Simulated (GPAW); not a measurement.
Crystal: NbTe.

```
Te Nb
1.0
     3.70297    0.00000    0.00000
    -1.85149    3.20687    0.00000
     0.00000    0.00000    3.69421
Te Nb
1 1
Direct
  0.66667 0.33333 0.00000
  0.00000 0.00000 0.50000
```

The cell comes from a database or a generator and needn't be the stable form of this composition.

- Program: GPAW 26.7.0
- Task: relaxation of cell and atoms
- Functional: PBEsol
- Potentials or basis: PAW data sets generated in the run's folder for this functional
- Cutoff: 600 eV
- Basis: pw
- k mesh: 7 × 7 × 6
- Occupations: fermi-dirac, width 0.05 eV
- Spin: no spin polarisation

At the start: pressure -6.1 GPa; volume 21.93 Å³/atom.

Where does the relaxation end?

Over 7 steps the energy falls by 21.9 meV/atom and the volume is 20.84 Å³/atom (-5.0 %); space group P-6m2 (No. 187, to 0.05 Å).

The path:
```tsv
step	energy change (eV)	largest force (eV/Å)	pressure (GPa)	volume (Å³)
1	0.0000	0.0000	-6.10	43.87
2	-0.0248	0.0000	-4.06	43.09
3	-0.0424	0.0000	0.27	41.65
4	-0.0427	0.0000	-0.01	41.73
5	-0.0432	0.0000	-0.25	41.78
6	-0.0437	0.0000	-0.28	41.76
7	-0.0438	0.0000	-0.11	41.69
```

Final structure:
```yaml
crystal:
  lattice:
    - [3.62853, 0.00000, 0.00000]
    - [-1.81427, 3.14240, 0.00000]
    - [0.00000, 0.00000, 3.65622]
  atoms:
    - { symbol: Te, position: [0.66667, 0.33333, 0.00000] }
    - { symbol: Nb, position: [0.00000, 0.00000, 0.50000] }
```

Caveat: later steps reuse the first step's grids.
